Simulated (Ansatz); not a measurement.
# CH5O3Ta: a ladder of functionals and wavefunction methods

The task here is to estimate one member of a computed series from the others.

Method: functionals in def2-TZVPP, the program's frozen cores in correlated methods; program: Ansatz 0.2.0, Gaussian basis.

Levels to be run: LDA (SPW92), PBE-D4, revPBE-D4, BLYP-D4, r2SCAN-D4, B97M-V, PBE0-D4, B3LYP-D4, r2SCANh-D4, r2SCAN0-D4, HSE06-D4, BHLYP-D4, CAM-B3LYP-D4, LC-ωPBE, ωB97X-V, ωB97M-V, B2PLYP, PBE-QIDH; CCSD(T)/def2-SVP; CCSD(T)/def2-TZVPP; MP2/def2-QZVPP; extrapolation to the limit; RPA on PBE.

2 further runs of the same task are left out: 2 for a known fault of the program. Runs told in other sessions of the task aren't counted.

## The geometry

The geometry comes from an earlier relaxation with PBE0-D4 in a triple-zeta def2 set; it is a stationary point, not always the lowest conformer. Ta takes the def2 core potential; no spin-orbit term is included.

SMILES `[CH3][Ta](=[O])([OH])[OH]`, 10 atoms, charge 0, spin multiplicity 1.

Atoms are counted from 1 here; the program's logs count them from 0.

Bond lengths: C1–Ta2 2.163 Å, C1–H6 1.094 Å, C1–H7 1.094 Å, C1–H8 1.095 Å, Ta2–O3 1.720 Å, Ta2–O4 1.905 Å, Ta2–O5 1.905 Å, O4–H9 0.957 Å, O5–H10 0.957 Å. Angles: Ta2–C1–H6 110.6°, Ta2–C1–H7 110.6°, Ta2–C1–H8 111.2°, H6–C1–H7 107.5°, H6–C1–H8 108.4°, H7–C1–H8 108.4°, C1–Ta2–O3 104.6°, C1–Ta2–O4 107.8°, C1–Ta2–O5 107.8°, O3–Ta2–O4 111.1°, O3–Ta2–O5 111.1°, O4–Ta2–O5 113.9°, Ta2–O4–H9 131.1°, Ta2–O5–H10 131.1°.

As a file:

```
C    -0.3100   -1.3607   -0.6932
Ta    0.2421    0.4531    0.3471
O     1.5465   -0.0111    1.3680
O    -1.2623    1.0186    1.3701
O     0.8087    1.7222   -0.9559
H    -0.6062   -2.1380    0.0178
H     0.5363   -1.7475   -1.2690
H    -1.1440   -1.1846   -1.3803
H    -1.3932    1.0790    2.3164
H     1.6651    2.1179   -1.1181
```

Set-up of the first run:

The input, in.yaml:

```yaml
crystal:
  periodic: [false, false, false]
  atoms:
    - {symbol: C, position_ang: [-0.309989, -1.360707, -0.693157]}
    - {symbol: Ta, position_ang: [0.242124, 0.453081, 0.347132]}
    - {symbol: O, position_ang: [1.546543, -0.011114, 1.368034]}
    - {symbol: O, position_ang: [-1.262259, 1.018620, 1.370094]}
    - {symbol: O, position_ang: [0.808713, 1.722184, -0.955873]}
    - {symbol: H, position_ang: [-0.606178, -2.137978, 0.017822]}
    - {symbol: H, position_ang: [0.536290, -1.747544, -1.268986]}
    - {symbol: H, position_ang: [-1.144030, -1.184629, -1.380266]}
    - {symbol: H, position_ang: [-1.393209, 1.079032, 2.316377]}
    - {symbol: H, position_ang: [1.665096, 2.117854, -1.118076]}
basis:
  gaussian: {orbitals: def2-TZVPP}
hamiltonian: {xc: lda}
output: {orbitals: {seedname: orbitals}}
```

Command:

```bash
$ ansatz run in.yaml --threads 4 --pin off --events-out ev --progress --plain --max-ram 10444MiB
```

Among the steps run: LDA; PBE-D4 (GGA); revPBE-D4 (GGA); BLYP-D4 (GGA); r2SCAN-D4 (meta-GGA); B97M-V (meta-GGA); B3LYP-D4 (hybrid); r2SCANh-D4 (hybrid); r2SCAN0-D4 (hybrid); HSE06-D4 (hybrid); BHLYP-D4 (hybrid); CAM-B3LYP-D4 (range-separated); LC-ωPBE (range-separated); ωB97X-V (range-separated); ωB97M-V (range-separated); B2PLYP (double hybrid); PBE-QIDH (double hybrid).

One of the session's tables, all rows but one given; the rest of the session is left out.

It belongs to the step «Orbital energies across the functionals». 

```
  functional  HOMO (eV)  gap (eV)
 LDA (SPW92)      -7.10      5.28
      PBE-D4      -6.91      5.36
   revPBE-D4      -6.84      5.39
     BLYP-D4      -6.79      5.33
   r2SCAN-D4      -7.21      5.87
      B97M-V      -7.27      5.97
     PBE0-D4      -8.32      7.67
    B3LYP-D4      -8.08      7.16
  r2SCANh-D4      -7.73      6.72
  r2SCAN0-D4      -8.52      8.00
    HSE06-D4      -7.91      6.88
    BHLYP-D4      -9.62      9.95
CAM-B3LYP-D4          ?         ?
     LC-ωPBE     -11.16     12.85
     ωB97X-V     -10.77     12.27
     ωB97M-V     -10.65     11.67
```

Q: Estimate the row for CAM-B3LYP-D4 from the others.

The run gave: HOMO (eV): -9.75; gap (eV): 10.22. In the column «HOMO (eV)» it lies between ωB97M-V (-10.65) and BHLYP-D4 (-9.62).
